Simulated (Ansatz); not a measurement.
This script drives Ansatz's Python interface.

`run_torsion.py`:
```python
"""Energy of C2H7FOSi as one group turns about a bond."""

from dataclasses import dataclass
import logging
import sys

import ansatz as az
from ase import Atoms

logging.basicConfig(stream=sys.stdout, format="%(levelname)s %(message)s")
log = logging.getLogger("calc")
log.setLevel(logging.INFO)


@dataclass(frozen=True)
class Settings:
    basis_set: str = "cc-pVDZ"
    xc: str = "r2scan"
    fmax: float = 0.02


cfg = Settings()


def main() -> None:
    atoms = Atoms(["O", "Si", "C", "C", "F", "H", "H", "H", "H", "H", "H", "H"], positions=[
        (-1.7735, 0.9235, 0.8325),
        (-0.7565, -0.2638, 1.1374),
        (0.8165, -0.0648, 0.1899),
        (0.7644, -0.0998, -1.3086),
        (-0.0702, 0.9383, -1.7198),
        (-1.8203, 1.315, -0.0953),
        (-1.3617, -1.5395, 0.7566),
        (-0.4443, -0.2767, 2.5873),
        (1.3022, 0.9091, 0.5291),
        (1.544, -0.8549, 0.5374),
        (0.195, -1.0284, -1.6301),
        (1.6814, -0.0133, -1.7826),
    ])

    # relax first, so that the scan starts from a minimum
    first = (
        az.Crystal.molecule_from_ase(atoms).calculation()
        .basis(gaussian=cfg.basis_set)
        .functional(cfg.xc)
        .relax(force_tolerance=cfg.fmax, max_steps=80)
    )
    atoms.positions = first.run(threads=1).report["positions_ang"]

    start = atoms.get_dihedral(3, 2, 1, 0)
    energies = {}
    for turn in range(0, 360, 30):
        turned = atoms.copy()
        turned.set_dihedral(3, 2, 1, 0, start + turn, indices=[0, 1, 5, 6, 7])
        calculation = (
            az.Crystal.molecule_from_ase(turned).calculation()
            .basis(gaussian=cfg.basis_set)
            .functional(cfg.xc)
        )
        energies[round((start + turn) % 360)] = calculation.run(threads=1).report["free_energy_ev"]
    floor = min(energies.values())
    log.info("dihedral C3-C2-Si1-O0 (deg)   E - E(min) (kcal/mol)")
    for angle, e in sorted(energies.items()):
        log.info(f"{angle:8d} {23.060548 * (e - floor):14.3f}  " + "#" * int(30 * (e - floor) / max(max(energies.values()) - floor, 1e-9)))


if __name__ == "__main__":
    main()
```

It is started by `python run_torsion.py`. How long does it take on 1 thread of Arm Neoverse N1 (shared host), and how much memory does it need?

It took about 4.6 min, with a peak of 0.25 GiB, for 13 runs of the engine.

`python run_torsion.py` gives:
```text
INFO dihedral C3-C2-Si1-O0 (deg)   E - E(min) (kcal/mol)
INFO       21          5.693  #####################
INFO       51          3.930  ##############
INFO       81          5.426  ####################
INFO      111          5.849  ######################
INFO      141          4.133  ###############
INFO      171          3.919  ##############
INFO      201          5.966  ######################
INFO      231          5.718  #####################
INFO      261          2.551  #########
INFO      291          0.000
INFO      321          3.821  ##############
INFO      351          7.921  ##############################
```

The scan is rigid and the energies are electronic, in a modest basis. With rigid groups the curve can differ much from the relaxed path, the start wasn't checked as a minimum of this torsion, and equivalent turns needn't return to the same energy.
